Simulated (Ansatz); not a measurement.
# Rb2Pd: the cost of one run

Program: Ansatz 0.2.0. Level of theory: DFT r2SCAN, scalar-relativistic, plane waves, PAW. These are calculated values, not measurements.

**1. Starting point**

It takes space group Fm-3m (No. 225, cubic). The conventional cell has a = 8.246 Å, b = 8.246 Å, c = 8.246 Å, α = 90.00°, β = 90.00°, γ = 90.00°. Rb (site symmetry -43m) has 4 Pd at 3.57 Å as nearest neighbours. Pd (site symmetry m-3m) has 8 Rb at 3.57 Å as nearest neighbours.

Coordinates:

```cif
data_structure
_symmetry_space_group_name_H-M 'P 1'
_symmetry_Int_Tables_number 1
_cell_length_a 5.8311
_cell_length_b 5.8311
_cell_length_c 5.8311
_cell_angle_alpha 60.000
_cell_angle_beta 60.000
_cell_angle_gamma 60.000
_cell_volume 140.20
loop_
_atom_site_label
_atom_site_type_symbol
_atom_site_fract_x
_atom_site_fract_y
_atom_site_fract_z
_atom_site_occupancy
Rb1 Rb 0.25000 0.25000 0.25000 1
Rb2 Rb 0.75000 0.75000 0.75000 1
Pd1 Pd 0.00000 0.00000 0.00000 1
```

Source of the structure: the Materials Project (structure only).

**2. Probe: one point at the start**

The input, input.yaml:

```yaml
crystal:
  lattice:
    - [0.0, 4.123218, 4.123218]
    - [4.123218, 0.0, 4.123218]
    - [4.123218, 4.123218, 0.0]
  atoms:
    - { symbol: Rb, position: [0.25, 0.25, 0.25] }
    - { symbol: Rb, position: [0.75, 0.75, 0.75] }
    - { symbol: Pd, position: [0.0, 0.0, 0.0] }
basis:
  ecutwfc: 500
kpoints:
  mp_grid: { grid: [4, 4, 4] }
hamiltonian:
  xc: r2scan
scf:
  occupations: { method: gaussian, width: 0.1 }
output:
  forces: true
  stress: true
  eigenvalues: true
```

Q: Estimate wall time and peak memory on 1 thread of an x86-64 CPU, shared host.

About 2.3 s, with a peak of 0.79 GiB.
